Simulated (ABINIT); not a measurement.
B2P, 3 atoms in the cell. The typed cell holds 3 atoms: a = 4.297 Å, b = 4.297 Å, c = 4.297 Å, α = 41.29°, β = 41.29°, γ = 41.29°. The cell was built by a generator and needn't be a form met in nature. The cell isn't the ideal one: atoms moved at random, drawn with an rms of 0.05 Å.

| Quantity | Value |
| --- | --- |
| Program | ABINIT 10.8.3 (patched build) |
| Task | single point |
| Functional | PBE |
| Potentials or basis | JTH PAW PBE v2.0 |
| Cutoff | 544 eV |
| k mesh | 10 × 10 × 10 |
| Occupations | fermi-dirac, width 0.05 eV |
| Spin | no spin polarisation |
| Fine-grid cutoff | 1088.46 eV |

Potentials or basis: JTH PAW PBE v2.0.

Run with:

```sh
$ abinit run.abi > log 2>&1
```

Hardware: 1 thread of Arm Neoverse V2 (shared host).

Question: How long does it take, and how much memory?

Answer: Run time: 3 min on 1 thread of Arm Neoverse V2, on a shared host, peak memory 0.24 GiB. Counts: scf iterations 10, mpi ranks 1, k points 504, bands 10, plane waves 917.
